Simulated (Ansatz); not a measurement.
# CH6AlNO2: the cost of one run

All numbers below are computed with Ansatz 0.2.0 (UKS PBE/6-31G).

**1. The system as given**

Bond lengths: Al1–O2 2.181 Å, Al1–N3 1.751 Å, N3–C4 1.443 Å, Al1–O6 1.638 Å, O2–H7 0.954 Å, C4–H8 1.096 Å, C4–H9 1.092 Å, C4–H10 1.095 Å, O6–H11 0.948 Å. Angles: Al1–O2–H7 125.0°, O2–Al1–N3 78.5°, O2–Al1–O6 121.5°, N3–Al1–O6 160.0°, Al1–N3–C4 139.6°, N3–C4–H8 107.7°, N3–C4–H9 112.3°, N3–C4–H10 113.1°, H8–C4–H9 107.5°, H8–C4–H10 108.1°, H9–C4–H10 108.0°, Al1–O6–H11 172.5°.

Structure file:

```xyz
11

Al   -0.9802   -0.6113   -0.1051
O    -0.2371   -0.2695   -2.1269
N     0.6126    0.0429    0.2147
C     1.2753    0.9108    1.1573
H     0.4401    0.1279   -1.1150
O    -2.4842   -1.2024    0.1649
H     0.3147   -0.8740   -2.6163
H     2.3550    0.7581    1.0495
H     1.0126    0.6768    2.1913
H     1.0639    1.9717    0.9870
H    -3.3725   -1.5310    0.1987
```

**2. Run 1**

150 steps of 0.5 fs at constant energy, with velocities drawn for 600 K.

File input.yaml:

```yaml
crystal:
  periodic: [false, false, false]
  atoms:
    - { symbol: Al, position_ang: [-0.9802, -0.6113, -0.1051] }
    - { symbol: O, position_ang: [-0.2371, -0.2695, -2.1269] }
    - { symbol: "N", position_ang: [0.6126, 0.0429, 0.2147] }
    - { symbol: C, position_ang: [1.2753, 0.9108, 1.1573] }
    - { symbol: H, position_ang: [0.4401, 0.1279, -1.115] }
    - { symbol: O, position_ang: [-2.4842, -1.2024, 0.1649] }
    - { symbol: H, position_ang: [0.3147, -0.874, -2.6163] }
    - { symbol: H, position_ang: [2.355, 0.7581, 1.0495] }
    - { symbol: H, position_ang: [1.0126, 0.6768, 2.1913] }
    - { symbol: H, position_ang: [1.0639, 1.9717, 0.987] }
    - { symbol: H, position_ang: [-3.3725, -1.531, 0.1987] }
magnetization:
  spin_polarized: true
basis:
  gaussian: { orbitals: "6-31G" }
hamiltonian:
  xc: pbe
md:
  timestep: 0.5
  n_steps: 150
  ensemble: nve
  temperature: 600.0
  initial_velocities: maxwell_boltzmann
  seed: 292764
```

Run with:

```
$ ansatz run input.yaml --threads 1 --pin off --max-ram 2048MiB --backend cpu --events-out ev --progress --plain --runs-dir out
```

**Question.** How long does this run take on 1 thread of Arm Neoverse N1, shared host, and how much memory does it need?

About 18 min, with a peak of 0.14 GiB.
